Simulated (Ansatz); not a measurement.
This script drives Ansatz 0.2.0 through its Python package.

The script, `h6o2si2.py`:
```python
"""Rigid torsion scan of H6O2Si2."""

import logging
import sys

import ansatz as az
from ase import Atoms

logging.basicConfig(stream=sys.stdout, format="%(name)s: %(message)s")
logger = logging.getLogger("h6o2si2")
logger.setLevel(logging.INFO)

atoms = Atoms(["O", "Si", "Si", "O", "H", "H", "H", "H", "H", "H"], positions=[
    (-1.1252, 1.871, 0.9315),
    (0.0841, 0.7072, 0.9438),
    (-0.1291, -0.6849, -0.9496),
    (1.0741, -1.8713, -0.8998),
    (-0.8502, 2.7216, 0.5669),
    (-0.0657, -0.0589, 2.1939),
    (1.3838, 1.4304, 0.9428),
    (-1.3984, -1.3964, -0.9352),
    (0.0603, 0.0714, -2.1743),
    (0.7914, -2.7294, -0.5566),
])

# start the scan from a relaxed geometry
first = az.Crystal.molecule_from_ase(atoms).calculation()
first = first.basis(gaussian="def2-SVP").functional("B3LYP")
first = first.accuracy("medium")
first = first.relax(force_tolerance=0.02, max_steps=80)
atoms.positions = first.run(threads=1).report["positions_ang"]

start = atoms.get_dihedral(2, 1, 0, 4)
energies = {}
for turn in range(0, 360, 40):
    turned = atoms.copy()
    turned.set_dihedral(2, 1, 0, 4, start + turn, indices=[0, 4])
    setup = (
        az.Crystal.molecule_from_ase(turned).calculation()
        .basis(gaussian="def2-SVP")
        .functional("B3LYP")
        .accuracy("medium")
    )
    energies[round((start + turn) % 360)] = setup.run(threads=1).report["free_energy_ev"]
floor = min(energies.values())
logger.info("dihedral Si2-Si1-O0-H4 (deg)   E - E(min) (eV)")
for angle, e in sorted(energies.items()):
    logger.info(f"{angle:8d} {(e - floor):14.3f}  " + "#" * int(30 * (e - floor) / max(max(energies.values()) - floor, 1e-9)))
```

It is started by `python h6o2si2.py`. How long does it take on 1 thread of Arm Neoverse V1 (shared host), and how much memory does it need?

It took about 67 s, with a peak of 0.26 GiB, for 10 runs of the engine.

```console
$ python h6o2si2.py
h6o2si2: dihedral Si2-Si1-O0-H4 (deg)   E - E(min) (eV)
h6o2si2:       18          0.052  ##############################
h6o2si2:       58          0.051  #############################
h6o2si2:       98          0.046  ##########################
h6o2si2:      138          0.030  #################
h6o2si2:      178          0.020  ###########
h6o2si2:      218          0.030  #################
h6o2si2:      258          0.020  ###########
h6o2si2:      298          0.000
h6o2si2:      338          0.025  ##############
```

Caveats:
- These settings explore the input space; basis and method may be short of convergence.
- The scan is rigid and the energies are electronic, in a modest basis. With rigid groups the curve can differ much from the relaxed path, the start wasn't checked as a minimum of this torsion, and equivalent turns needn't return to the same energy.
- b3lyp holds the VWN-RPA fit, as in Gaussian; the form of ORCA and Turbomole is b3lyp5.
